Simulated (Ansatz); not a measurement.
# BHLYP/STO-3G run of GeTe (SMILES [Ge][Te])

Aim: the electronic atomisation energy of GeTe at BHLYP/STO-3G, from 3 runs. 

The calculation is run with Ansatz 0.2.0.

73 further runs of the same task are left out: 41 that didn't finish, 32 set aside as unsound or not needed.

## (1) The system as given

GeTe: 2 atoms, total charge 0, spin state singlet. SMILES: `[Ge][Te]`. The bond length is the measured one.

Bond lengths: Ge1–Te2 2.340 Å.

## (2) A single-point energy at BHLYP/STO-3G

molecule.yaml

```yaml
crystal:
  periodic: [false, false, false]
  atoms:
    - symbol: Ge
      position_ang: [0.000000, 0.000000, 0.000000]
    - symbol: Te
      position_ang: [0.000000, 0.000000, 2.340165]
basis:
  gaussian:
    orbitals: STO-3G
hamiltonian:
  xc: {name: BHLYP}
accuracy: high
```

The run is started by

```bash
$ ansatz run molecule.yaml --threads 1 --pin off --max-ram 2610MiB --events-out events.jsonl --progress --plain --runs-dir runs
```

Standard output:

```text
Warning: RAYON_NUM_THREADS=1 ignored (pool sized by the plan → 1); use --threads N
Functional definition: BHLYP
  name "BHLYP"
  parameter a = 0.5
  exchange = (1 - a)*b88_x + a*exact_x
  correlation = lyp_c
564 factors; integrals over basis functions are off by at most 4.8e-9 eV
mean field evaluation 1: about -234084.2384 eV, gradient 2.0e1 eV
mean field evaluation 2: about -234069.7028 eV, gradient 6.1e1 eV
mean field evaluation 4: about -234087.1701 eV, gradient 3.0e-1 eV
mean field evaluation 8: about -234087.1813 eV, gradient 3.7e-3 eV
mean field evaluation 16: about -234087.1813 eV, gradient 2.5e-8 eV
mean field -234087.18126904 eV, -8602.5452416469 hartree, gradient 2.4e-8 eV, S^2 0.000000; 0 other end points of the search recorded, 0 dependent functions left out
reference -234087.18128743 eV, -8602.5452423227 hartree; 42, 42 occupied and 3, 3 virtual orbitals, 564 factors
Total energy: -234087.18128743 eV, -8602.5452423227 hartree
```

Run time: 2 s. Hardware: 1 thread of Arm Neoverse V1, shared host; peak memory 0.13 GiB.

## (3) The Ge atom, same level

input.yaml

```yaml
crystal:
  periodic: [false, false, false]
  atoms:
    - {symbol: Ge, position_ang: [0.000000, 0.000000, 0.000000]}
basis:
  gaussian:
    orbitals: STO-3G
magnetization:
  spin_polarized: true
  initial_magnetization: 2
hamiltonian:
  xc: {name: BHLYP}
accuracy: high
```

The run is started by

```bash
$ ansatz run input.yaml --threads 1 --pin off --max-ram 2610MiB --events-out events.jsonl --progress --plain --runs-dir runs
```

Standard output:

```text
Warning: RAYON_NUM_THREADS=1 ignored (pool sized by the plan → 1); use --threads N
[... 5 set-up lines as earlier in the session ...]
138 factors; integrals over basis functions are off by at most 4.5e-9 eV
mean field evaluation 1: about -55863.4645 eV, gradient 3.7e-1 eV
mean field evaluation 2: about -55863.4648 eV, gradient 1.5e-2 eV
mean field evaluation 4: about -55863.4699 eV, gradient 4.0e-4 eV
mean field evaluation 8: about -55863.4699 eV, gradient 1.4e-8 eV
mean field evaluation 16: about -55863.4460 eV, gradient 4.3e-1 eV
mean field -55863.46988794 eV, -2052.9446527618 hartree, gradient 3.5e-9 eV, S^2 2.000000; 3 other end points of the search recorded, 0 dependent functions left out
reference -55863.46990271 eV, -2052.9446533047 hartree; 17, 15 occupied and 1, 3 virtual orbitals, 138 factors
Total energy: -55863.46990271 eV, -2052.9446533047 hartree
```

Wall time 1.1 s (1 thread of Arm Neoverse V1, shared host); peak memory 0.091 GiB.

## (4) The Te atom

molecule.yaml

```yaml
crystal:
  periodic: [false, false, false]
  atoms:
    - {symbol: Te, position_ang: [0.000000, 0.000000, 0.000000]}
basis:
  gaussian:
    orbitals: STO-3G
magnetization:
  spin_polarized: true
  initial_magnetization: 2
hamiltonian:
  xc: {name: BHLYP}
accuracy: high
```

The run is started by

```bash
$ ansatz run molecule.yaml --threads 1 --pin off --max-ram 2610MiB --events-out events.jsonl --progress --plain --runs-dir runs
```

Standard output:

```text
Warning: RAYON_NUM_THREADS=1 ignored (pool sized by the plan → 1); use --threads N
[... 5 set-up lines as earlier in the session ...]
251 factors; integrals over basis functions are off by at most 4.0e-9 eV
mean field evaluation 1: about -178217.9232 eV, gradient 2.9e-1 eV
mean field evaluation 2: about -178217.9234 eV, gradient 1.4e-2 eV
mean field evaluation 4: about -178217.9302 eV, gradient 2.4e-5 eV
mean field evaluation 8: about -178217.9302 eV, gradient 7.1e-9 eV
mean field -178217.93022806 eV, -6549.3881354295 hartree, gradient 7.1e-9 eV, S^2 2.000000; 0 other end points of the search recorded, 0 dependent functions left out
reference -178217.93024210 eV, -6549.3881359454 hartree; 27, 25 occupied and 0, 2 virtual orbitals, 251 factors
Total energy: -178217.93024210 eV, -6549.3881359454 hartree
```

Wall time 0.93 s (1 thread of Arm Neoverse V1, shared host); peak memory 0.1 GiB.

## (5) Summary of results

At BHLYP/STO-3G:

```
                     quantity           value
       molecule: total energy  -8602.54524 Eh
        Ge atom: total energy  -2052.94465 Eh
                Ge atom: ⟨S²⟩           2.000
        Te atom: total energy  -6549.38814 Eh
                Te atom: ⟨S²⟩           2.000
electronic atomisation energy        5.781 eV
```

**Reading.** Taking the molecule apart into free atoms costs 5.78 eV (558 kJ/mol), before zero-point energy and without spin-orbit coupling. In a minimal basis such a difference can be off by several eV, whatever the method. Relativity is left out (molecule) although the molecule holds a heavy atom. Relativity is left out (Te atom) although the molecule holds a heavy atom.
